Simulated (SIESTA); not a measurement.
The system is Zr2O.

```
CELL_PARAMETERS angstrom
4.87635 0.00000 0.00000
0.00000 4.87635 0.00000
0.00000 0.00000 4.87635
ATOMIC_POSITIONS crystal
Zr 0.75000 0.75000 0.75000
Zr 0.25000 0.75000 0.25000
Zr 0.75000 0.25000 0.25000
Zr 0.25000 0.25000 0.75000
O 0.50000 0.50000 0.50000
O 0.00000 0.00000 0.00000
```

The cell comes from a database or a generator and needn't be the stable form of this composition.

```yaml
Program: SIESTA 5.4.2
Task: single point
Functional: PBEsol
Potentials_or_basis: PseudoDojo 0.4 standard (PBEsol files)
Basis: DZP (energy shift 0.003 Ry; two zetas on semicore shells)
Grid_cutoff: 800 Ry
Energy_shift: 0.003 Ry
k_mesh: 6 × 6 × 6
Occupations: fermi-dirac, width 0.05 eV
Spin: no spin polarisation
```

On this cell: pressure -3.7 GPa; largest force zero by symmetry; band gap on the k mesh none (metal or under the smearing width).

The same run follows on a disturbed copy (atoms moved at random, drawn with an rms of 0.05 Å):

```xyz
6
Lattice="4.8763 0.0000 0.0000 0.0000 4.8763 0.0000 0.0000 0.0000 4.8763" Properties=species:S:1:pos:R:3 pbc="T T T"
Zr    3.6332    3.7048    3.6892
Zr    1.2103    3.6371    1.1788
Zr    3.6575    1.2520    1.1956
Zr    1.2543    1.2516    3.6360
O     2.4002    2.4395    2.4509
O     0.0186    0.0096    0.0107
```

Question: What does the disturbed cell give?

Answer: The energy (extrapolated to zero smearing) moves by +6.9 meV/atom; pressure -3.4 GPa; largest force 0.896 eV/Å; band gap on the k mesh none (metal or under the smearing width).

Forces on the atoms (eV/Å):
```
Zr  -0.155 -0.217 -0.205
Zr   0.140  0.029  0.037
Zr   0.020  0.082  0.016
Zr  -0.449 -0.476  0.612
O    0.621  0.391 -0.314
O   -0.177  0.191 -0.146
```

Stress tensor (GPa, compression positive):
```
-3.46  0.17 -0.27
 0.17 -3.31 -1.09
-0.27 -1.09 -3.45
```

Caveats: the basis of atomic orbitals isn't converged, which shifts pressures, moduli and gaps.
